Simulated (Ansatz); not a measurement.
The system is CsSi2.

```
CELL_PARAMETERS angstrom
6.37157 0.00000 0.00000
-3.18578 5.51794 0.00000
0.00000 0.00000 4.47866
ATOMIC_POSITIONS crystal
Cs 0.00000 0.00000 0.00000
Si 0.66667 0.33333 0.25039
Si 0.66667 0.33333 0.74961
```

The cell was built by a generator and needn't be a form met in nature.

- Program: Ansatz 0.2.0
- Task: relaxation of cell and atoms
- Functional: revPBE
- Potentials or basis: Ansatz PAW
- Cutoff: 420 eV (not typed: the program's choice for these potentials)
- k mesh: 5 × 5 × 6
- Occupations: fermi-dirac, width 0.05 eV
- Spin: no spin polarisation

At the start: volume 52.49 Å³/atom.

Task: Where does the relaxation end?

Result: It ends after 6 steps and the volume is 53.74 Å³/atom (+2.4 %); space group P-6m2 (No. 187, to 0.05 Å).

Step by step:
```tsv
step	energy change (eV)	largest force (eV/Å)	volume (Å³)
1	0.0000	0.1485	157.46
2	-0.0145	0.0147	158.42
3	-0.0283	0.0968	159.65
4	-0.0325	0.0473	161.42
5	-0.0325	0.0035	161.23
6	-0.0327	0.0035	161.23
```

Final structure:
```
Cs Si
1.0
     6.51686    0.00000    0.00000
    -3.25843    5.64377    0.00000
     0.00000    0.00000    4.38360
Cs Si
1 2
Direct
  0.00000 0.00000 0.00000
  0.66667 0.33333 0.24997
  0.66667 0.33333 0.75003
```

Caveat: the plane-wave basis is chosen anew once the cell has moved, so the energies of steps on either side of that aren't comparable; the PAW data sets come from PBE, with cores solved anew for the run's functional, which leaves a small shift of forces and pressure.
